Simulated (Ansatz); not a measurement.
# CH3ClF2OSi: how energies converge with the basis set

Aim: see how fast density functionals converge with the basis set for CH3ClF2OSi.

Program: Ansatz 0.2.0, Gaussian basis. Level of theory: one geometry, several basis sets. These are calculated values, not measurements.

Plan: PBE0-D4/def2-SVP; ωB97M-V/def2-SVP; PBE0-D4/def2-QZVPP; ωB97M-V/def2-QZVPP; the functionals' def2-TZVPP values are taken from earlier runs.

## 1. The relaxed structure

An earlier PBE0-D4/def2-TZVP relaxation fixed the geometry.

SMILES `O[Si](F)(F)CCl`, 9 atoms, charge 0, spin multiplicity 1.

Atoms are counted from 1 here; the program's logs count them from 0.

Bond lengths: O1–Si2 1.614 Å, O1–H7 0.959 Å, Si2–F3 1.578 Å, Si2–F4 1.582 Å, Si2–C5 1.859 Å, C5–Cl6 1.790 Å, C5–H8 1.090 Å, C5–H9 1.090 Å. Angles: Si2–O1–H7 118.3°, O1–Si2–F3 106.7°, O1–Si2–F4 111.6°, O1–Si2–C5 113.3°, F3–Si2–F4 107.2°, F3–Si2–C5 109.4°, F4–Si2–C5 108.4°, Si2–C5–Cl6 108.1°, Si2–C5–H8 111.9°, Si2–C5–H9 112.5°, Cl6–C5–H8 107.6°, Cl6–C5–H9 107.7°, H8–C5–H9 108.7°.

## 2. PBE0-D4 in def2-SVP

Contents of in.yaml:

```yaml
crystal:
  periodic: [false, false, false]
  atoms:
    - {symbol: O, position_ang: [1.740351, -0.644061, -0.137224]}
    - {symbol: Si, position_ang: [0.282181, -0.275343, -0.721389]}
    - {symbol: F, position_ang: [0.519030, 0.590496, -2.019645]}
    - {symbol: F, position_ang: [-0.514396, -1.569503, -1.159826]}
    - {symbol: C, position_ang: [-0.769652, 0.682417, 0.475211]}
    - {symbol: Cl, position_ang: [-0.798336, -0.207569, 2.028026]}
    - {symbol: H, position_ang: [1.791197, -1.084840, 0.712818]}
    - {symbol: H, position_ang: [-0.362443, 1.674433, 0.670395]}
    - {symbol: H, position_ang: [-1.799433, 0.787867, 0.134434]}
basis:
  gaussian: {orbitals: def2-SVP}
hamiltonian: {xc: pbe0, dispersion: d4}
output: {orbitals: {seedname: orbitals}}
```

Launch:

```
ansatz run in.yaml --threads 4 --pin off --events-out ev --progress --plain --max-ram 10444MiB
```

Further steps of the session: ωB97M-V in def2-SVP; PBE0-D4 in def2-QZVPP; ωB97M-V in def2-QZVPP.

Before running them: what should the planned runs give, taken together? Wanted: PBE0-D4: double and triple zeta above quadruple; ωB97M-V: double and triple zeta above quadruple.

The runs gave:

```
                                       quantity           value
PBE0-D4: double and triple zeta above quadruple  19.47, 1.14 eV
ωB97M-V: double and triple zeta above quadruple  19.57, 1.08 eV
```

What this shows: PBE0-D4 gains 18.33 eV from double to triple zeta, then 1.14 eV more. These are total energies; as a rule much of such shifts cancels in differences, which this series doesn't test. The LUMO of ωB97M-V is positive and keeps falling with the basis (2.46 to 1.32 eV): an unbound level that the basis holds in place.
